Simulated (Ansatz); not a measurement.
# C6H18HfIN3: one species, many methods

One table from this session's results is given with a row withheld; the runs are named, their logs left out.

The runs use Ansatz 0.2.0, Gaussian basis; functionals in def2-TZVPP, the program's frozen cores in correlated methods.

Plan: LDA (SPW92), PBE-D4, revPBE-D4, BLYP-D4, r2SCAN-D4, B97M-V, PBE0-D4, B3LYP-D4, r2SCANh-D4, r2SCAN0-D4, HSE06-D4, BHLYP-D4, CAM-B3LYP-D4, LC-ωPBE, ωB97X-V, ωB97M-V, B2PLYP, PBE-QIDH; CCSD(T)/def2-SVP; CCSD(T)/def2-TZVPP; MP2/def2-QZVPP; extrapolation to the limit; RPA on PBE.

**The relaxed structure**

All runs share one geometry, relaxed beforehand with PBE0-D4 in a triple-zeta def2 set. Hf, I take the def2 core potential; no spin-orbit term is included.

SMILES `C[N](C)[Hf]([I])([N](C)C)[N](C)C`, 29 atoms, charge 0, spin multiplicity 1.

Atoms are counted from 1 here; the program's logs count them from 0.

Bond lengths: C1–N2 1.443 Å, C1–H12 1.092 Å, C1–H13 1.100 Å, C1–H14 1.100 Å, N2–C3 1.449 Å, N2–Hf4 2.031 Å, C3–H15 1.097 Å, C3–H16 1.098 Å, C3–H17 1.099 Å, Hf4–I5 2.782 Å, Hf4–N6 2.031 Å, Hf4–N9 2.031 Å, N6–C7 1.443 Å, N6–C8 1.449 Å, C7–H18 1.092 Å, C7–H19 1.100 Å, C7–H20 1.100 Å, C8–H21 1.097 Å and more. Angles: N2–C1–H12 110.7°, N2–C1–H13 111.6°, N2–C1–H14 111.4°, H12–C1–H13 108.1°, H12–C1–H14 107.7°, H13–C1–H14 107.3°, C1–N2–C3 112.0°, C1–N2–Hf4 130.4°, C3–N2–Hf4 117.5°, N2–C3–H15 111.1°, N2–C3–H16 111.7°, N2–C3–H17 111.6°, H15–C3–H16 106.9°, H15–C3–H17 107.4°, H16–C3–H17 107.9°, N2–Hf4–I5 110.8°, N2–Hf4–N6 108.1°, N2–Hf4–N9 108.1° and more.

Coordinates:

```mol
C6H18HfIN3
  3D, bonds by distance, orders not assigned

 29 28  0  0  0  0  0  0  0  0999 V2000
    0.0747    1.1314    2.6174 C   0  0
    0.2319    1.4401    1.2166 N   0  0
    0.9799    2.6644    1.0116 C   0  0
   -0.4675    0.4799   -0.4306 Hf  0  0
   -2.1005    2.1562   -1.9351 I   0  0
   -1.4901   -1.1631    0.1853 N   0  0
   -1.2456   -2.5638   -0.0605 C   0  0
   -2.6935   -0.9511    0.9644 C   0  0
    1.1284   -0.1438   -1.5209 N   0  0
    2.5428    0.0251   -1.2909 C   0  0
    0.8601   -0.8380   -2.7645 C   0  0
   -0.4914    0.2066    2.7470 H   0  0
   -0.4550    1.9337    3.1510 H   0  0
    1.0484    0.9994    3.1107 H   0  0
    1.0779    2.8938   -0.0571 H   0  0
    0.4837    3.5258    1.4790 H   0  0
    1.9954    2.5929    1.4270 H   0  0
   -0.3346   -2.6989   -0.6473 H   0  0
   -2.0773   -3.0292   -0.6091 H   0  0
   -1.1233   -3.1205    0.8798 H   0  0
   -2.8742    0.1186    1.1300 H   0  0
   -3.5816   -1.3498    0.4555 H   0  0
   -2.6263   -1.4299    1.9518 H   0  0
    3.0173    0.6031   -2.0971 H   0  0
    3.0588   -0.9443   -1.2375 H   0  0
    2.7203    0.5481   -0.3489 H   0  0
    1.2646   -0.2933   -3.6285 H   0  0
   -0.2190   -0.9461   -2.9323 H   0  0
    1.2960   -1.8473   -2.7669 H   0  0
  1  2  8  0
  2  3  8  0
  2  4  8  0
  4  5  8  0
  4  6  8  0
  6  7  8  0
  6  8  8  0
  4  9  8  0
  9 10  8  0
  9 11  8  0
  1 12  8  0
  1 13  8  0
  1 14  8  0
  3 15  8  0
  3 16  8  0
  3 17  8  0
  7 18  8  0
  7 19  8  0
  7 20  8  0
  8 21  8  0
  8 22  8  0
  8 23  8  0
 10 24  8  0
 10 25  8  0
 10 26  8  0
 11 27  8  0
 11 28  8  0
 11 29  8  0
M  END
```

The first run:

in.yaml

```yaml
crystal:
  periodic: [false, false, false]
  atoms:
    - {symbol: C, position_ang: [0.074696, 1.131389, 2.617411]}
    - {symbol: N, position_ang: [0.231898, 1.440106, 1.216649]}
    - {symbol: C, position_ang: [0.979887, 2.664375, 1.011650]}
    - {symbol: Hf, position_ang: [-0.467500, 0.479928, -0.430582]}
    - {symbol: I, position_ang: [-2.100489, 2.156152, -1.935148]}
    - {symbol: N, position_ang: [-1.490089, -1.163129, 0.185277]}
    - {symbol: C, position_ang: [-1.245647, -2.563844, -0.060529]}
    - {symbol: C, position_ang: [-2.693527, -0.951093, 0.964423]}
    - {symbol: N, position_ang: [1.128356, -0.143794, -1.520901]}
    - {symbol: C, position_ang: [2.542808, 0.025126, -1.290904]}
    - {symbol: C, position_ang: [0.860126, -0.837956, -2.764496]}
    - {symbol: H, position_ang: [-0.491401, 0.206630, 2.746979]}
    - {symbol: H, position_ang: [-0.455031, 1.933710, 3.150989]}
    - {symbol: H, position_ang: [1.048430, 0.999368, 3.110691]}
    - {symbol: H, position_ang: [1.077858, 2.893794, -0.057071]}
    - {symbol: H, position_ang: [0.483685, 3.525770, 1.479049]}
    - {symbol: H, position_ang: [1.995375, 2.592917, 1.426961]}
    - {symbol: H, position_ang: [-0.334640, -2.698855, -0.647298]}
    - {symbol: H, position_ang: [-2.077326, -3.029152, -0.609071]}
    - {symbol: H, position_ang: [-1.123327, -3.120459, 0.879774]}
    - {symbol: H, position_ang: [-2.874175, 0.118649, 1.130017]}
    - {symbol: H, position_ang: [-3.581627, -1.349834, 0.455453]}
    - {symbol: H, position_ang: [-2.626325, -1.429943, 1.951846]}
    - {symbol: H, position_ang: [3.017310, 0.603055, -2.097093]}
    - {symbol: H, position_ang: [3.058788, -0.944328, -1.237508]}
    - {symbol: H, position_ang: [2.720325, 0.548143, -0.348885]}
    - {symbol: H, position_ang: [1.264583, -0.293261, -3.628477]}
    - {symbol: H, position_ang: [-0.219014, -0.946135, -2.932292]}
    - {symbol: H, position_ang: [1.296002, -1.847308, -2.766936]}
basis:
  gaussian: {orbitals: def2-TZVPP}
hamiltonian: {xc: lda}
output: {orbitals: {seedname: orbitals}}
```

The run is started by

```
$ ansatz run in.yaml --threads 11 --pin off --events-out ev --progress --plain --max-ram 120832MiB --backend cuda --devices 0, --max-vram 75GiB
```

Among the steps run: LDA; PBE-D4 (GGA); revPBE-D4 (GGA); BLYP-D4 (GGA); r2SCAN-D4 (meta-GGA); B97M-V (meta-GGA); B3LYP-D4 (hybrid); r2SCANh-D4 (hybrid); r2SCAN0-D4 (hybrid); HSE06-D4 (hybrid); BHLYP-D4 (hybrid); CAM-B3LYP-D4 (range-separated); LC-ωPBE (range-separated); ωB97X-V (range-separated); ωB97M-V (range-separated); B2PLYP (double hybrid); PBE-QIDH (double hybrid).

One of the session's tables, all rows but one given; the rest of the session is left out.

It belongs to the step «Orbital energies across the functionals». 

| functional | HOMO (eV) | gap (eV) |
| --- | --- | --- |
| LDA (SPW92) | -5.37 | 4.21 |
| PBE-D4 | -5.24 | 4.31 |
| revPBE-D4 | -5.18 | 4.34 |
| BLYP-D4 | -5.12 | 4.32 |
| r2SCAN-D4 | -5.46 | 4.76 |
| B97M-V | -5.58 | 4.82 |
| PBE0-D4 | -6.45 | 6.37 |
| B3LYP-D4 | -6.24 | 5.96 |
| r2SCANh-D4 | -5.92 | 5.52 |
| r2SCAN0-D4 | ? | ? |
| HSE06-D4 | -6.06 | 5.60 |
| BHLYP-D4 | -7.57 | 8.38 |
| CAM-B3LYP-D4 | -7.76 | 8.71 |
| LC-ωPBE | -9.07 | 11.19 |
| ωB97X-V | -8.76 | 10.61 |
| ωB97M-V | -8.67 | 10.12 |

Q: Estimate the row for r2SCAN0-D4 from the others.

Worked estimate for «HOMO (eV)». Against the share of exact exchange, r2SCAN-D4 (0, -5.46), r2SCANh-D4 (0.1, -5.92) give a slope of -4.60 per unit share; at 0.25 the line stands at -6.61.

As computed: HOMO (eV): -6.62; gap (eV): 6.67. In «HOMO (eV)» the line misses by +0.01.
